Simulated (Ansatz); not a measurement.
# CH3BO2: rigid scan of one bond length, by script

Wanted for CH3BO2: a rigid scan of one bond length. SMILES: B1OCO1.

All numbers are computed with the Python package of Ansatz 0.2.0. Level of theory: PBE/def2-SVP.

## Step 1: The structure

Bond lengths: B1–O2 1.463 Å, O2–C3 1.347 Å, B1–O4 1.499 Å, C3–O4 1.342 Å, B1–H5 1.245 Å, C3–H6 1.111 Å, C3–H7 1.162 Å. Angles: B1–O2–C3 86.3°, O2–B1–O4 88.3°, O2–B1–H5 126.7°, O4–B1–H5 127.2°, O2–C3–O4 100.3°, O2–C3–H6 112.5°, O2–C3–H7 112.8°, O4–C3–H6 112.2°, O4–C3–H7 109.0°, H6–C3–H7 109.7°, B1–O4–C3 85.1°.

No structure file is read: the coordinates are typed or built in the script.

## Step 2: The script

scan_ch3bo2.py

```python
"""Potential curve of CH3BO2 along one bond."""

import ansatz as az
import matplotlib.pyplot as plt
import numpy as np

geometry_ang = [
    ("B", (-0.9749, 0.2123, -0.6035)),
    ("O", (-0.6278, 0.0948, 0.8126)),
    ("C", (0.5825, -0.3201, 0.3929)),
    ("O", (0.3986, -0.2881, -0.9356)),
    ("H", (-1.5843, 1.1542, -1.1443)),
    ("H", (0.8324, -1.3387, 0.7581)),
    ("H", (1.4348, 0.4176, 0.6741)),
]
system = az.Crystal.molecule()
for symbol, xyz in geometry_ang:
    system = system.atom(symbol, xyz)

symbols = [site.symbol for site in system.cartesian_sites]
start = np.array([site.position_ang for site in system.cartesian_sites])
axis = (start[6] - start[2]) / np.linalg.norm(start[6] - start[2])
moving = [6]
lengths, energies = [0.99, 1.07, 1.16, 1.28, 1.45, 1.74, 2.09, 2.56], []
for length in lengths:
    xyz = start.copy()
    xyz[moving] += (length - np.linalg.norm(start[6] - start[2])) * axis
    point = az.Crystal.molecule()
    for symbol, xyz in zip(symbols, xyz):
        point = point.atom(symbol, xyz.tolist())
    base = point.calculation()
    base = base.basis(gaussian="def2-SVP").functional("PBE")
    base = base.spin("collinear")
    data = base.run().report
    energies.append(data["free_energy_ev"])
    print(f"r = {length:6.3f} A  E = {energies[-1]:.5f} eV  <S^2> = {abs(data['mean_field']['state']['spin_squared']):.3f}")

print("energy above the lowest point (eV):", [round(e - min(energies), 3) for e in energies])
plt.figure(figsize=(4.5, 3))
plt.plot(lengths, np.array(energies) - min(energies), "o-")
plt.xlabel("bond length (A)")
plt.ylabel("E - E(min) (eV)")
plt.tight_layout()
plt.savefig("scan.png", dpi=100)
```

## Step 3: The input behind the calls

The package turns the script's settings into the engine's input (first run):

```yaml
crystal:
  periodic: [false, false, false]
  atoms:
    - { symbol: B, position_ang: [-0.9749, 0.2123, -0.6035] }
    - { symbol: O, position_ang: [-0.6278, 0.0948, 0.8126] }
    - { symbol: C, position_ang: [0.5825, -0.3201, 0.3929] }
    - { symbol: O, position_ang: [0.3986, -0.2881, -0.9356] }
    - { symbol: H, position_ang: [-1.5843, 1.1542, -1.1443] }
    - { symbol: H, position_ang: [0.8324, -1.3387, 0.7581] }
    - { symbol: H, position_ang: [1.3087910036882011, 0.30853413518806283, 0.6325257541207582] }
basis:
  gaussian:
    orbitals: def2-SVP
hamiltonian:
  xc: pbe
magnetization:
  spin_polarized: true
```

## Step 4: Launch

Launch:

```console
$ python scan_ch3bo2.py
```

Without the output at hand: what should come out? Wanted: range of energy; lowest point, distance.

**Answer**, as computed:

| quantity | value |
| --- | --- |
| runs compared | 8 |
| range of energy | 3.843 eV |
| lowest point, distance (Å) | 1.16 |

The curve has its lowest point inside the range, at 1.16. The ends stand 0.303 and 3.84 eV above it. The distance scanned is the script's pair 2, 6. <S²> moves from 0.00 to 0.74: along the scan the mean field breaks spin symmetry. Notes:
- The settings weren't tested for convergence.
- The rest of the molecule is held rigid at a force-field or estimated start geometry, and the basis set is modest; single-reference methods fail as a bond breaks.
- The expectation value of S² is noticeably off S(S+1) in at least one run, so that state is spin-contaminated.
